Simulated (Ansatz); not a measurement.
# HOTl (Tl(OH)): the cost of one run

Program: Ansatz 0.2.0. Level of theory: DFT PBE, plane waves, PAW, molecule in a box with 9 Å of vacuum. These are calculated values, not measurements.

1 further run of the same task is left out (for a known fault of the program). Runs told in other sessions of the task aren't counted.

### 1 Starting geometry

3 atoms, charge 0, spin multiplicity 1.

Bond lengths: Tl1–O2 2.135 Å, O2–H3 0.964 Å. Angles: Tl1–O2–H3 122.0°.

Geometry (Å):

```xyz
3
HOTl
Tl    0.09762    0.00000    0.01905
O    -0.23929    0.00000    2.12686
H     0.48690    0.00000    2.76092
```

Formal oxidation states: Tl +1. An earlier session relaxed this geometry at PBE0, Tl def2-SVP with ECP60, O def2-SVP, H def2-SVP (singlet, point group Cs).

### 2 Scalar-relativistic

input.yaml reads:

```yaml
crystal:
  lattice:
    - [9.73, 0.0, 0.0]
    - [0.0, 9.0, 0.0]
    - [0.0, 0.0, 11.74]
  atoms:
    - { symbol: Tl, position: [0.49711202, 0.5, 0.38330494] }
    - { symbol: O, position: [0.46248715, 0.5, 0.56284583] }
    - { symbol: H, position: [0.53712127, 0.5, 0.61685434] }
basis:
  ecutwfc: 420
  ecutrho_ratio: 4
kpoints:
  mp_grid: { grid: [1, 1, 1] }
hamiltonian:
  xc: pbe
scf:
  occupations: { method: gaussian, width: 0.01 }
output:
  forces: true
  eigenvalues: true
  populations: true
```

Started as:

```sh
ansatz run input.yaml --threads 2 --pin off --max-ram 5120MiB --backend cpu --events-out ev --progress --plain --runs-dir out
```

**Question.** How long does this run take on 2 threads of Arm Neoverse V1, shared host, and how much memory does it need?

About 1.9 s, with a peak of 0.6 GiB.
